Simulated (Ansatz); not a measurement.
# C₂H₆BN: how energies converge with the basis set

One table from this session's results is given with a row withheld; the runs are named, their logs left out.

The runs use Ansatz 0.2.0, Gaussian basis; one geometry, several basis sets.

The runs, in order: PBE0-D4/def2-SVP; ωB97M-V/def2-SVP; PBE0-D4/def2-QZVPP; ωB97M-V/def2-QZVPP; the functionals' def2-TZVPP values are taken from earlier runs.

1 further run of the same task is left out (it didn't finish).

### The geometry

The geometry comes from an earlier relaxation with PBE0-D4 in a triple-zeta def2 set; it is a stationary point, not always the lowest conformer.

SMILES `C=NBC`, 10 atoms, charge 0, spin multiplicity 1.

Atoms are counted from 1 here; the program's logs count them from 0.

Bond lengths: C1–N2 1.240 Å, C1–H5 1.095 Å, C1–H6 1.095 Å, N2–B3 1.359 Å, B3–C4 1.573 Å, B3–H7 1.202 Å, C4–H8 1.095 Å, C4–H9 1.091 Å, C4–H10 1.095 Å. Angles: N2–C1–H5 121.6°, N2–C1–H6 121.6°, H5–C1–H6 116.8°, C1–N2–B3 180.0°, N2–B3–C4 122.2°, N2–B3–H7 116.1°, C4–B3–H7 121.8°, B3–C4–H8 109.9°, B3–C4–H9 113.8°, B3–C4–H10 110.0°, H8–C4–H9 108.4°, H8–C4–H10 105.9°, H9–C4–H10 108.4°.

Coordinates:

```
C    -1.2121    0.9150   -1.4298
N    -0.3837    0.2142   -0.8294
B     0.5239   -0.5547   -0.1721
C     0.7415   -0.4492    1.3826
H    -0.9440    1.8923   -1.8444
H    -2.2464    0.5855   -1.5728
H     1.1536   -1.3231   -0.8482
H     0.5617   -1.4221    1.8516
H     0.1029    0.2910    1.8676
H     1.7857   -0.2000    1.5978
```

Set-up of the first run:

in.yaml

```yaml
crystal:
  periodic: [false, false, false]
  atoms:
    - {symbol: C, position_ang: [-1.212075, 0.914999, -1.429798]}
    - {symbol: N, position_ang: [-0.383705, 0.214184, -0.829355]}
    - {symbol: B, position_ang: [0.523891, -0.554664, -0.172123]}
    - {symbol: C, position_ang: [0.741498, -0.449234, 1.382644]}
    - {symbol: H, position_ang: [-0.944003, 1.892269, -1.844364]}
    - {symbol: H, position_ang: [-2.246366, 0.585480, -1.572846]}
    - {symbol: H, position_ang: [1.153598, -1.323090, -0.848227]}
    - {symbol: H, position_ang: [0.561687, -1.422132, 1.851632]}
    - {symbol: H, position_ang: [0.102866, 0.291011, 1.867578]}
    - {symbol: H, position_ang: [1.785710, -0.200024, 1.597759]}
basis:
  gaussian: {orbitals: def2-SVP}
hamiltonian: {xc: pbe0, dispersion: d4}
output: {orbitals: {seedname: orbitals}}
```

Among the steps run: PBE0-D4 in def2-SVP; ωB97M-V in def2-SVP; PBE0-D4 in def2-QZVPP; ωB97M-V in def2-QZVPP.

One table of the session follows, with a row left open; its other results are not shown here.

It belongs to the step «Density functionals: the series». 

| functional | basis | HOMO (eV) |
| --- | --- | --- |
| PBE0-D4 | def2-SVP | -7.54 |
| PBE0-D4 | def2-TZVPP | -7.58 |
| PBE0-D4 | def2-QZVPP | -7.59 |
| ωB97M-V | def2-SVP | -9.85 |
| ωB97M-V | def2-TZVPP | ? |
| ωB97M-V | def2-QZVPP | -9.91 |

Q: Estimate the row for ωB97M-V, def2-TZVPP from the others.

**Answer.** HOMO (eV): -9.90. In the column «HOMO (eV)» it lies between ωB97M-V, def2-QZVPP (-9.91) and ωB97M-V, def2-SVP (-9.85).
